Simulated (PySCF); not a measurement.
# BH₈OPSi₂: magnetic properties, part 2 of 2

PySCF 2.14.0. Atoms count from 0. Earlier steps stand in the parts before.

## (6) Magnetic properties: GIAO B3LYP/pcSseg-0

What the job is given:

```
{"job": {"kind": "mag", "xc": "B3LYP", "basis": "pcSseg-0"}, "charge": 0, "multiplicity": 1}
B      2.924902     0.270533     0.366768
P      1.240062     0.905671    -0.043788
Si     0.095985    -0.772912    -0.988312
O     -1.530108    -0.478274    -0.901109
Si    -2.710701     0.101682     0.117145
H      3.890444     0.982361     0.245284
H      3.015374    -0.819312     0.877447
H      1.373466     1.913428    -1.032667
H      0.434577    -0.943291    -2.427266
H      0.466814    -1.982236    -0.198110
H     -3.982093     0.176903    -0.653919
H     -2.337947     1.460411     0.611862
H     -2.881802    -0.815873     1.282931
```

With the program's defaults for keys left out, this is: GIAO B3LYP/pcSseg-0 magnetisability, rotational g tensor and spin-rotation constants, non-relativistic, gas phase.

Log:

```text
coarse grid: 12008 points
cycle   1  E = -1023.8133381471  dE =  1.230e-01  |g| = 7.943e-01  |ddm| = 3.434e+00
cycle   2  E = -1023.4604830422  dE =  3.529e-01  |g| = 1.549e+00  |ddm| = 2.783e+00
cycle   3  E = -1023.9269189011  dE = -4.664e-01  |g| = 1.338e-01  |ddm| = 2.200e+00
cycle   4  E = -1023.9319456114  dE = -5.027e-03  |g| = 4.675e-02  |ddm| = 3.159e-01
cycle   5  E = -1023.9327266893  dE = -7.811e-04  |g| = 8.958e-03  |ddm| = 8.893e-02
cycle   6  E = -1023.9327540774  dE = -2.739e-05  |g| = 2.757e-03  |ddm| = 1.623e-02
cycle   7  E = -1023.9327566574  dE = -2.580e-06  |g| = 7.733e-04  |ddm| = 5.624e-03
final grid: 101176 points
cycle   8  E = -1024.0208049797  dE = -9.022e-06  |g| = 1.547e-03  |ddm| = 1.277e-02
cycle   9  E = -1024.0208043488  dE =  6.309e-07  |g| = 2.032e-03  |ddm| = 6.792e-03
cycle  10  E = -1024.0208059226  dE = -1.574e-06  |g| = 1.730e-04  |ddm| = 3.684e-03
cycle  11  E = -1024.0208059326  dE = -9.967e-09  |g| = 5.353e-05  |ddm| = 3.508e-04
cycle  12  E = -1024.0208059337  dE = -1.096e-09  |g| = 1.425e-05  |ddm| = 1.108e-04
cycle  13  E = -1024.0208059337  dE = -4.775e-11  |g| = 8.952e-06  |ddm| = 3.058e-05
converged SCF energy = -1024.0208059337

Magnetisability tensor (1e-30 J/T^2)
    -1209.51       68.90       74.57
       68.90    -1055.06     -143.56
       74.57     -143.56    -1296.18
isotropic -1186.92   principal values   -1410.21  -1167.14   -983.40
isotropic susceptibility -71.478 1e-6 cm^3/mol

Inertial axes            a          b          c
rot. const./GHz      5.3487     1.0979     0.9750
chi total           -71.422    -79.025    -63.986
chi diamagnetic    -352.962  -1195.572  -1321.540
chi paramagnetic    281.539   1116.547   1257.554
quadrupole/D A       -1.098      0.035      1.063
g nuclear            0.6254     0.5627     0.5571
g electronic        -0.7075    -0.5759    -0.5760
g total             -0.0820    -0.0133    -0.0189

Spin-rotation constants (kHz, H = +C I.J)
atom  isotope        aa         bb         cc
  0    11B        2.368      0.220      0.414
  1    31P        6.116      1.202      1.381
  5     1H        0.303     -0.092     -0.054
  6     1H       -0.435     -0.074      0.064
  7     1H       -0.597     -0.128      0.025
  8     1H       -0.527     -0.023     -0.025
  9     1H       -0.501     -0.082      0.025
 10     1H        0.026     -0.103     -0.060
 11     1H       -0.396      0.008     -0.081
 12     1H       -0.475     -0.109      0.036
  2   29Si*      -2.702     -0.680     -0.656
  3    17O*      -0.608     -0.026      0.026
  4   29Si*      -2.951     -0.576     -0.584
* in the singly substituted isotopologue
```

It took 3.7 s on 1 thread of AMD EPYC 9R45, shared host; peak memory 0.56 GiB.

In short:

```csv
quantity,value
magnetisability,-1187·10⁻³⁰ J/T²
molar susceptibility,-71.5·10⁻⁶ cm³/mol
"rotational g (a, b, c)","-0.0820, -0.0133, -0.0189"
```

## (7) Magnetic properties: GIAO B3LYP/def2-SVPD

The job, as its differences from that of step 6:

```diff
@@ -1,2 +1,2 @@
-{"job": {"kind": "mag", "xc": "B3LYP", "basis": "pcSseg-0"}, "charge": 0, "multiplicity": 1}
+{"job": {"kind": "mag", "xc": "B3LYP", "basis": "def2-SVPD"}, "charge": 0, "multiplicity": 1}
 B      2.924902     0.270533     0.366768
```

With the program's defaults for keys left out, this is: GIAO B3LYP/def2-SVPD magnetisability, rotational g tensor and spin-rotation constants, non-relativistic, gas phase.

Log:

```text
coarse grid: 12008 points
cycle   1  E = -1024.7452984863  dE =  1.113e-01  |g| = 7.652e-01  |ddm| = 4.201e+00
cycle   2  E = -1024.4199417608  dE =  3.254e-01  |g| = 1.482e+00  |ddm| = 2.258e+00
cycle   3  E = -1024.8561123653  dE = -4.362e-01  |g| = 1.034e-01  |ddm| = 1.548e+00
cycle   4  E = -1024.8583279829  dE = -2.216e-03  |g| = 5.671e-02  |ddm| = 2.792e-01
cycle   5  E = -1024.8595521741  dE = -1.224e-03  |g| = 1.291e-02  |ddm| = 1.026e-01
cycle   6  E = -1024.8596103775  dE = -5.820e-05  |g| = 3.092e-03  |ddm| = 2.524e-02
cycle   7  E = -1024.8596139345  dE = -3.557e-06  |g| = 6.698e-04  |ddm| = 7.282e-03
final grid: 101176 points
cycle   8  E = -1024.9923487682  dE = -1.246e-05  |g| = 2.102e-03  |ddm| = 4.558e-02
cycle   9  E = -1024.9923474723  dE =  1.296e-06  |g| = 3.186e-03  |ddm| = 8.114e-03
cycle  10  E = -1024.9923500973  dE = -2.625e-06  |g| = 3.921e-04  |ddm| = 4.383e-03
cycle  11  E = -1024.9923501331  dE = -3.587e-08  |g| = 1.283e-04  |ddm| = 7.626e-04
cycle  12  E = -1024.9923501373  dE = -4.187e-09  |g| = 3.513e-05  |ddm| = 2.375e-04
cycle  13  E = -1024.9923501377  dE = -4.038e-10  |g| = 1.232e-05  |ddm| = 6.929e-05
converged SCF energy = -1024.9923501377

Magnetisability tensor (1e-30 J/T^2)
    -1068.71       70.33       56.65
       70.33     -928.75     -118.40
       56.65     -118.40    -1164.38
isotropic -1053.94   principal values   -1249.40  -1043.20   -869.23
isotropic susceptibility -63.470 1e-6 cm^3/mol

Inertial axes            a          b          c
rot. const./GHz      5.3487     1.0979     0.9750
chi total           -63.000    -69.676    -57.734
chi diamagnetic    -348.612  -1192.665  -1318.455
chi paramagnetic    285.612   1122.989   1260.721
quadrupole/D A       -2.631      0.952      1.679
g nuclear            0.6254     0.5627     0.5571
g electronic        -0.7177    -0.5792    -0.5775
g total             -0.0922    -0.0166    -0.0204

Spin-rotation constants (kHz, H = +C I.J)
atom  isotope        aa         bb         cc
  0    11B        2.184      0.204      0.383
  1    31P        5.843      1.196      1.359
  5     1H        0.342     -0.082     -0.048
  6     1H       -0.403     -0.065      0.072
  7     1H       -0.536     -0.113      0.042
  8     1H       -0.466     -0.012     -0.015
  9     1H       -0.449     -0.074      0.038
 10     1H        0.096     -0.095     -0.054
 11     1H       -0.342      0.023     -0.074
 12     1H       -0.430     -0.100      0.047
  2   29Si*      -2.596     -0.587     -0.566
  3    17O*      -0.526     -0.079     -0.048
  4   29Si*      -2.707     -0.534     -0.515
* in the singly substituted isotopologue
```

It took 12 s on 1 thread of AMD EPYC 9R45, shared host; peak memory 0.85 GiB.

From this job:

```csv
quantity,value
magnetisability,-1054·10⁻³⁰ J/T²
molar susceptibility,-63.5·10⁻⁶ cm³/mol
"rotational g (a, b, c)","-0.0922, -0.0166, -0.0204"
```

## (8) Magnetic properties: GIAO B3LYP/aug-cc-pVDZ

The job, as its differences from that of step 7:

```diff
@@ -1,2 +1,2 @@
-{"job": {"kind": "mag", "xc": "B3LYP", "basis": "def2-SVPD"}, "charge": 0, "multiplicity": 1}
+{"job": {"kind": "mag", "xc": "B3LYP", "basis": "aug-cc-pVDZ"}, "charge": 0, "multiplicity": 1}
 B      2.924902     0.270533     0.366768
```

With the program's defaults for keys left out, this is: GIAO B3LYP/aug-cc-pVDZ magnetisability, rotational g tensor and spin-rotation constants, non-relativistic, gas phase.

Log:

```text
coarse grid: 12008 points
cycle   1  E = -1025.2132339906  dE =  1.900e-01  |g| = 7.833e-01  |ddm| = 9.541e+00
cycle   2  E = -1024.8605058794  dE =  3.527e-01  |g| = 1.533e+00  |ddm| = 3.588e+00
cycle   3  E = -1025.3283141875  dE = -4.678e-01  |g| = 1.093e-01  |ddm| = 2.357e+00
cycle   4  E = -1025.3308642450  dE = -2.550e-03  |g| = 5.926e-02  |ddm| = 4.925e-01
cycle   5  E = -1025.3322072264  dE = -1.343e-03  |g| = 1.324e-02  |ddm| = 1.836e-01
cycle   6  E = -1025.3322688016  dE = -6.158e-05  |g| = 3.310e-03  |ddm| = 4.077e-02
cycle   7  E = -1025.3322729237  dE = -4.122e-06  |g| = 6.938e-04  |ddm| = 1.017e-02
final grid: 101176 points
cycle   8  E = -1025.3461903701  dE = -1.041e-05  |g| = 2.039e-03  |ddm| = 1.080e-01
cycle   9  E = -1025.3461896650  dE =  7.051e-07  |g| = 2.445e-03  |ddm| = 1.392e-02
cycle  10  E = -1025.3461919562  dE = -2.291e-06  |g| = 3.681e-04  |ddm| = 6.947e-03
cycle  11  E = -1025.3461920046  dE = -4.840e-08  |g| = 6.892e-05  |ddm| = 1.224e-03
cycle  12  E = -1025.3461920063  dE = -1.705e-09  |g| = 2.300e-05  |ddm| = 2.554e-04
cycle  13  E = -1025.3461920065  dE = -1.694e-10  |g| = 6.227e-06  |ddm| = 7.536e-05
converged SCF energy = -1025.3461920065

Magnetisability tensor (1e-30 J/T^2)
    -1090.90       72.31       58.66
       72.31     -947.42     -118.85
       58.66     -118.85    -1181.05
isotropic -1073.12   principal values   -1269.68  -1062.61   -887.08
isotropic susceptibility -64.625 1e-6 cm^3/mol

Inertial axes            a          b          c
rot. const./GHz      5.3487     1.0979     0.9750
chi total           -64.294    -70.824    -58.757
chi diamagnetic    -348.830  -1192.564  -1318.413
chi paramagnetic    284.536   1121.740   1259.656
quadrupole/D A       -2.302      0.738      1.565
g nuclear            0.6254     0.5627     0.5571
g electronic        -0.7150    -0.5786    -0.5770
g total             -0.0895    -0.0159    -0.0199

Spin-rotation constants (kHz, H = +C I.J)
atom  isotope        aa         bb         cc
  0    11B        2.177      0.207      0.383
  1    31P        5.970      1.218      1.373
  5     1H        0.343     -0.082     -0.047
  6     1H       -0.399     -0.064      0.072
  7     1H       -0.536     -0.113      0.042
  8     1H       -0.464     -0.012     -0.015
  9     1H       -0.449     -0.073      0.038
 10     1H        0.092     -0.095     -0.054
 11     1H       -0.341      0.022     -0.073
 12     1H       -0.427     -0.099      0.046
  2   29Si*      -2.503     -0.604     -0.576
  3    17O*      -0.526     -0.076     -0.043
  4   29Si*      -2.684     -0.534     -0.525
* in the singly substituted isotopologue
```

It took 15 s on 1 thread of AMD EPYC 9R45, shared host; peak memory 0.91 GiB.

From this job:

```csv
quantity,value
magnetisability,-1073·10⁻³⁰ J/T²
molar susceptibility,-64.6·10⁻⁶ cm³/mol
"rotational g (a, b, c)","-0.0895, -0.0159, -0.0199"
```

## (9) Magnetic properties side by side

```csv
level,ξ (10⁻³⁰ J/T²),g(a),g(b),gap (eV),functions,time
GIAO BLYP/pcSseg-1,-1036,-0.0968,-0.0175,3.85,146,12 s
GIAO BP86/pcSseg-1,-1045,-0.0939,-0.0165,3.89,146,12 s
GIAO B3LYP/6-31++G**,-1053,-0.0924,-0.0163,5.29,150,9.6 s
GIAO B3LYP/pcSseg-0,-1187,-0.0820,-0.0133,5.50,73,3.7 s
GIAO B3LYP/def2-SVPD,-1054,-0.0922,-0.0166,5.29,179,12 s
GIAO B3LYP/aug-cc-pVDZ,-1073,-0.0895,-0.0159,5.27,199,15 s
```

## (10) Summary of results

The summary covers parts 1 to 2.

```
                                           quantity                      value
                                        point group                         C1
               rotational constants (main isotopes)       5.35, 1.10, 0.98 GHz
       magnetisability (step 3, GIAO BLYP/pcSseg-1)           -1036·10⁻³⁰ J/T²
  molar susceptibility (step 3, GIAO BLYP/pcSseg-1)         -62.4·10⁻⁶ cm³/mol
rotational g (a, b, c) (step 3, GIAO BLYP/pcSseg-1)  -0.0968, -0.0175, -0.0213
                    magnetisability over the levels  -1187 to -1036·10⁻³⁰ J/T²
```

What this shows: Relaxing lowered the energy by 0.286 eV in 10 steps; the close pair that moved most is Si2–O3, from 1.613 to 1.655 Å. The magnetisability spreads by 14.0 % over 6 levels, from GIAO B3LYP/pcSseg-0 (3.7 s) to GIAO BLYP/pcSseg-1 (12 s); the runs took 3.7 s to 15 s. Vibrational averaging and real surroundings are missing from these values.
